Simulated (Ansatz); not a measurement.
# ZnSn2N2: the cost of one run

Program: Ansatz 0.2.0. Level of theory: DFT PBE, scalar-relativistic, plane waves, PAW. These are calculated values, not measurements.

1 further run of the same task is left out (it didn't finish).

**1. Starting point**

Symmetry: I4/mmm, No. 139, tetragonal system. The conventional cell has a = 5.890 Å, b = 5.890 Å, c = 6.153 Å, α = 90.00°, β = 90.00°, γ = 90.00°. Zn (site symmetry 4/mmm) has 4 N at 2.94 Å and 8 Sn at 3.32 Å in its first shell of neighbours. Sn (site symmetry -4m2) is surrounded by 2 N at 1.54 Å. N (site symmetry mmm) has 2 Sn at 1.54 Å in its first shell of neighbours.

Structure file:

```cif
data_structure
_symmetry_space_group_name_H-M 'P 1'
_symmetry_Int_Tables_number 1
_cell_length_a 5.1779
_cell_length_b 5.1779
_cell_length_c 5.1779
_cell_angle_alpha 110.674
_cell_angle_beta 110.674
_cell_angle_gamma 107.092
_cell_volume 106.73
loop_
_atom_site_label
_atom_site_type_symbol
_atom_site_fract_x
_atom_site_fract_y
_atom_site_fract_z
_atom_site_occupancy
Zn1 Zn 0.50000 0.50000 0.00000 1
Sn1 Sn 0.75000 0.25000 0.50000 1
Sn2 Sn 0.25000 0.75000 0.50000 1
N1 N 0.50000 0.00000 0.50000 1
N2 N 0.00000 0.50000 0.50000 1
```

The cell is invented: random cell by space group and Wyckoff sites (I4/mmm, No. 139). The dimensions are guesses.

**2. The guess as it stands, on a coarse mesh**

input.yaml reads:

```yaml
crystal:
  lattice:
    - [-2.9449501, 2.9449501, 3.07660408]
    - [2.9449501, -2.9449501, 3.07660408]
    - [2.9449501, 2.9449501, -3.07660408]
  atoms:
    - { symbol: Zn, position: [0.5, 0.5, 0.0] }
    - { symbol: Sn, position: [0.75, 0.25, 0.5] }
    - { symbol: Sn, position: [0.25, 0.75, 0.5] }
    - { symbol: "N", position: [0.5, 0.0, 0.5] }
    - { symbol: "N", position: [0.0, 0.5, 0.5] }
basis:
  ecutwfc: 420
kpoints:
  mp_grid: { grid: [4, 4, 4] }
hamiltonian:
  xc: pbe
scf:
  occupations: { method: gaussian, width: 0.1 }
  lower_state_search: "off"
output:
  forces: true
  stress: true
  eigenvalues: true
```

Command:

```sh
> ansatz run input.yaml --threads 1 --pin off --max-ram 2560MiB --backend cpu --events-out ev --progress --plain --runs-dir out
```

**Question.** How long does this run take on 1 thread of Arm Neoverse V1, shared host, and how much memory does it need?

About 3.7 s, with a peak of 0.37 GiB.
